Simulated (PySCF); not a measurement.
**One shape, several levels: doublet GeSe+**

Wanted: a comparison of 6 runs (UM06-2X/STO-6G, UPBE/STO-6G, UPBE0/STO-6G, UCCSDT/STO-6G, UCISD/STO-6G, FCI/STO-6G) of doublet GeSe+. 

Program for the calculation: PySCF 2.14.0.

2 further runs of the same task are left out: 2 set aside as unsound or not needed.

### Step 1. Starting point

GeSe+ has 2 atoms, charge +1, and is taken as a doublet. SMILES of the parent species: `[Ge-]#[Se+]`. The bond length is the one measured for the parent species. That shape belongs to the parent species and isn't relaxed for this state.

Bond lengths: Ge1–Se2 2.135 Å.

### Step 2. A single-point energy at UM06-2X/STO-6G (run 1)

Input file mol.xyz:

```xyz
2
GeSe
Ge     0.000000     0.000000     0.000000
Se     0.000000     0.000000     2.134629
```

Input file run.py:

```python
from pyscf import gto, dft

mol = gto.M(
    atom='mol.xyz',
    verbose=3,
    spin=1,
    charge=1,
    basis='sto-6g',
    max_memory=1860,
)

myscf = dft.UKS(mol, xc='m06-2x')
myscf.grids.level = 5
myscf.conv_tol = 1e-10
myscf.kernel()
if not myscf.converged:
    myscf = myscf.newton().run(myscf.mo_coeff, myscf.mo_occ)

e_final = myscf.e_tot
print('E = %.10f Eh' % e_final)
```

Run with:

```bash
$ OMP_NUM_THREADS=1 python run.py
```

What it wrote:

```text
WARN: HOMO -0.626433039679299 >= LUMO -0.62643303967929

converged SCF energy = -4454.29974354234  <S^2> = 0.77376077  2S+1 = 2.0236213
E = -4454.2997435423 Eh
```

Wall time 12 s (1 thread of Arm Neoverse V1, shared host); peak memory 0.24 GiB.

### Step 3. A single-point energy at UPBE/STO-6G (run 2)

Input file run.py:

```python
from pyscf import gto, dft

mol = gto.M(
    atom='Ge 0.000000 0.000000 0.000000; Se 0.000000 0.000000 2.134629',
    verbose=3,
    spin=1,
    basis='sto-6g',
    max_memory=1860,
    charge=1,
)

ks = dft.UKS(mol)
ks.xc = 'pbe'
ks.conv_tol = 1e-10
ks.grids.level = 5
ks.kernel()
if not ks.converged:
    ks = ks.newton().run(ks.mo_coeff, ks.mo_occ)

energy = ks.e_tot
print(f'total energy: {energy:.8f} hartree')
```

Run with:

```bash
$ OMP_NUM_THREADS=1 python run.py
```

What it wrote:

```text
WARN: HOMO -0.607200895754517 >= LUMO -0.607200895754521

WARN: HOMO -0.282627102942508 >= LUMO -0.282626984930037

converged SCF energy = -4453.64229303453  <S^2> = 0.7553631  2S+1 = 2.0053559
total energy: -4453.64229303 hartree
```

It took 9.9 s on 1 thread of Arm Neoverse V1, shared host; peak memory 0.24 GiB.

Runs 3 to 4 aren't shown in full; the table further down has their settings and results.

### Step 4. The energy at UCISD/STO-6G (run 5)

Input file geometry.xyz:

```xyz
2

Ge     0.000000     0.000000     0.000000
Se     0.000000     0.000000     2.134629
```

Input file input.py:

```python
from pyscf import gto, ci

system = gto.M(
    atom='geometry.xyz',
    verbose=3,
    charge=1,
    basis='sto-6g',
    max_memory=1860,
    spin=1,
)

myscf = system.UHF()
myscf.conv_tol = 1e-10
myscf.kernel()
if not myscf.converged:
    myscf = myscf.newton().run(myscf.mo_coeff, myscf.mo_occ)

cisd = ci.CISD(myscf, frozen=18)
cisd.kernel()
e_tot = cisd.e_tot
print('E = %.10f Eh' % e_tot)
```

Run with:

```bash
$ OMP_NUM_THREADS=1 python input.py
```

What it wrote:

```text
SCF not converged.
SCF energy = -4451.71714907312 after 50 cycles  <S^2> = 0.84602524  2S+1 = 2.0938245
converged SCF energy = -4451.72511971531  <S^2> = 1.5492674  2S+1 = 2.6827354
E(UCISD) = -4451.801784226369  E_corr = -0.07666451106296916
E = -4451.8017842264 Eh
```

It took 3.3 s on 1 thread of Arm Neoverse V1, shared host; peak memory 0.12 GiB.

### Step 5. The energy at FCI/STO-6G (run 6)

Input file input.py:

```python
from pyscf import gto, mcscf

mol = gto.M(
    atom='''
Ge     0.000000     0.000000     0.000000
Se     0.000000     0.000000     2.134629
''',
    spin=1,
    basis='sto-6g',
    verbose=4,
    max_memory=1860,
    charge=1,
)

hf = mol.ROHF()
hf.conv_tol = 1e-10
hf.kernel()
if not hf.converged:
    hf = hf.newton().run(hf.mo_coeff, hf.mo_occ)

cas = mcscf.CASCI(hf, hf.mo_coeff.shape[-1] - 18, (mol.nelec[0] - 18, mol.nelec[1] - 18))  # full CI above the frozen core
cas.fix_spin_(ss=0.75)
cas.kernel()
e_tot = cas.e_tot
print(f'total energy: {e_tot:.8f} hartree')
```

Run with:

```bash
$ OMP_NUM_THREADS=1 python input.py
```

What it wrote:

```text
PySCF version 2.14.0

[INPUT] num. atoms = 2
[INPUT] num. electrons = 65
[INPUT] charge = 1
[INPUT] spin (= nelec alpha-beta = 2S) = 1
[INPUT] symmetry False subgroup None
[INPUT] Mole.unit = angstrom
[INPUT] Symbol           X                Y                Z      unit          X                Y                Z       unit  Magmom
[INPUT]  1 Ge     0.000000000000   0.000000000000   0.000000000000 AA    0.000000000000   0.000000000000   0.000000000000 Bohr   0.0
[INPUT]  2 Se     0.000000000000   0.000000000000   2.134629000000 AA    0.000000000000   0.000000000000   4.033864187554 Bohr   0.0

nuclear repulsion = 269.716566898023
number of shells = 16
number of NR pGTOs = 216
number of NR cGTOs = 36
basis = sto-6g
ecp = {}

******** <class 'pyscf.scf.rohf.ROHF'> ********
method = ROHF
initial guess = minao
damping factor = 0
level_shift factor = 0
DIIS = <class 'pyscf.scf.diis.CDIIS'>
diis_start_cycle = 1
diis_space = 8
diis_damp = 0
SCF conv_tol = 1e-10
SCF conv_tol_grad = None
SCF max_cycles = 50
direct_scf = True
direct_scf_tol = 1e-13
num. doubly occ = 32  num. singly occ = 1
Set gradient conv threshold to 1e-05
init E= -4446.84527979612
  HOMO = -0.608943798955763  LUMO = -0.33793003346133  gap/eV = 7.37466
cycle= 1 E= -4451.58991889482  delta_E= -4.74  |g|= 0.423  |ddm|= 1.54
  HOMO = -0.428195232902934  LUMO = -0.166938953533683  gap/eV = 7.10915
cycle= 2 E= -4451.47030908087  delta_E= 0.12  |g|= 0.666  |ddm|= 1.51
  HOMO = -0.431317446879125  LUMO = -0.133834205706328  gap/eV = 8.09493
cycle= 3 E= -4451.70972257245  delta_E= -0.239  |g|= 0.0201  |ddm|= 0.858
  HOMO = -0.421864594707526  LUMO = -0.127958050008301  gap/eV = 7.99760
cycle= 4 E= -4451.7101187038  delta_E= -0.000396  |g|= 0.0082  |ddm|= 0.0462
  HOMO = -0.423104954819454  LUMO = -0.129608714582573  gap/eV = 7.98644
cycle= 5 E= -4451.71024681485  delta_E= -0.000128  |g|= 0.00325  |ddm|= 0.0306
  HOMO = -0.422558018487028  LUMO = -0.129135808065629  gap/eV = 7.98443
cycle= 6 E= -4451.7103043994  delta_E= -5.76e-05  |g|= 0.00321  |ddm|= 0.022
  HOMO = -0.423132305509461  LUMO = -0.129410938538932  gap/eV = 7.99257
cycle= 7 E= -4451.71038483293  delta_E= -8.04e-05  |g|= 0.000872  |ddm|= 0.0514
  HOMO = -0.423286228634245  LUMO = -0.129321942064935  gap/eV = 7.99918
cycle= 8 E= -4451.7103919504  delta_E= -7.12e-06  |g|= 0.000171  |ddm|= 0.0169
  HOMO = -0.423319027487137  LUMO = -0.129303644079188  gap/eV = 8.00057
cycle= 9 E= -4451.71039213512  delta_E= -1.85e-07  |g|= 1.96e-05  |ddm|= 0.00298
  HOMO = -0.423321815603214  LUMO = -0.129301486708618  gap/eV = 8.00070
cycle= 10 E= -4451.71039213562  delta_E= -5.01e-10  |g|= 3.82e-06  |ddm|= 6.51e-05
  HOMO = -0.423321164710951  LUMO = -0.129301057439692  gap/eV = 8.00069
cycle= 11 E= -4451.71039213565  delta_E= -3e-11  |g|= 6.87e-07  |ddm|= 1.86e-05
  HOMO = -0.423321459903672  LUMO = -0.12930102693615  gap/eV = 8.00070
Extra cycle  E= -4451.71039213565  delta_E= -1.82e-12  |g|= 3.88e-07  |ddm|= 1.79e-06
converged SCF energy = -4451.71039213565

******** <class 'pyscf.mcscf.casci.CASCI'> ********
CAS (15e+14e, 18o), ncore = 18, nvir = 0
natorb = False
canonicalization = True
sorting_mo_energy = False
******** <class 'pyscf.fci.addons.SpinPenaltyFCISolver'> ********
max. cycles = 200
conv_tol = 1e-08
davidson only = True
linear dependence = 1e-12
level shift = 0.001
max iter space = 12
nroots = 1
pspace_size = 400
spin = None
Density matrix diagonal elements [1.99994445 1.99998852 1.99998852 1.99999702 1.99999702 1.98912459
 1.99979656 1.99979656 1.99991391 1.99991391 1.99722934 1.91712275
 1.88536703 1.88536703 1.04022091 0.12638806 0.12638806 0.03345573]
CASCI converged
CASCI E = -4451.81974071100  E(CI) = -275.056959431700  S^2 = 0.7500000
total energy: -4451.81974071 hartree
```

Wall time 5.1 min (1 thread of Arm Neoverse V1, shared host); peak memory 0.67 GiB.

### Step 6. All runs side by side

```csv
run,level,integration grid,frozen core orbitals,energy (Eh),HOMO energy (eV),LUMO energy (eV),⟨S²⟩,wall time
1,UM06-2X/STO-6G,5,–,-4454.299744,-13.74,-9.57,0.774,12 s
2,UPBE/STO-6G,5,–,-4453.642293,-12.08,-11.68,0.755,9.9 s
3,UPBE0/STO-6G,5,–,-4453.969094,-12.96,-10.61,0.765,8.1 s
4,UCCSDT/STO-6G,–,18,-4451.820163,-14.35,-5.54,1.549,12 s
5,UCISD/STO-6G,–,18,-4451.801784,-14.35,-5.54,1.549,3.3 s
6,FCI/STO-6G,–,18,-4451.819741,–,–,–,5.1 min
```

### Step 7. What came out

| quantity | value |
| --- | --- |
| run 6: total energy | -4451.81974 Eh |
| run 6: correlation energy (18 core orbitals frozen) | -109.3 mEh |

In words: Against full CI in this basis: UCCSDT -0.4 mEh; UCISD +18.0 mEh. Totals of different functionals can't be ranked against each other. In runs 1, 2, 3, 4, 5, 6 the basis is minimal, so the values are rough. Spin contamination of the reference: run 4 ⟨S²⟩ = 1.55, run 5 ⟨S²⟩ = 1.55. Where it is this large, the reference is a mixture of spin states, and values that rest on it are in doubt. All runs together took 5.9 min, the longest 5.1 min.
